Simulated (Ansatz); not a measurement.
# CH2AsN: the cost of one run

Method: UKS B3LYP-D4/def2-SVP, in Ansatz 0.2.0.

## Step 1: The starting structure

Bond lengths: C1–N2 1.467 Å, C1–As3 1.854 Å, N2–As3 1.778 Å, C1–H4 1.052 Å, As3–H5 1.573 Å. Angles: C1–N2–As3 68.9°, N2–C1–As3 63.5°, N2–C1–H4 150.1°, As3–C1–H4 146.4°, C1–As3–N2 47.6°, C1–As3–H5 89.3°, N2–As3–H5 92.8°.

Coordinates:

```xyz
5

C     0.0219   -0.7347    0.2751
N    -1.1937    0.0863    0.2429
As   -0.1005    0.5113   -1.0927
H     0.6144   -1.4678    0.7417
H     0.7078    1.5313   -0.2084
```

## Step 2: Relaxing end A

Contents of input.yaml:

```yaml
crystal:
  periodic: [false, false, false]
  atoms:
    - { symbol: C, position_ang: [0.0219, -0.7347, 0.2751] }
    - { symbol: "N", position_ang: [-1.1937, 0.0863, 0.2429] }
    - { symbol: As, position_ang: [-0.1005, 0.5113, -1.0927] }
    - { symbol: H, position_ang: [0.6144, -1.4678, 0.7417] }
    - { symbol: H, position_ang: [0.7078, 1.5313, -0.2084] }
magnetization:
  spin_polarized: true
basis:
  gaussian: { orbitals: def2-SVP }
hamiltonian:
  xc: b3lyp
  dispersion: d4
relax:
  f_tol: 0.02
  max_steps: 50
output:
  orbitals: {}
```

Run with:

```
$ ansatz run input.yaml --threads 2 --pin off --max-ram 3072MiB --backend cpu --events-out ev --progress --plain --runs-dir out
```

**Question.** How long does this run take on 2 threads of Arm Neoverse V2, shared host, and how much memory does it need?

About 16 s, with a peak of 0.19 GiB.
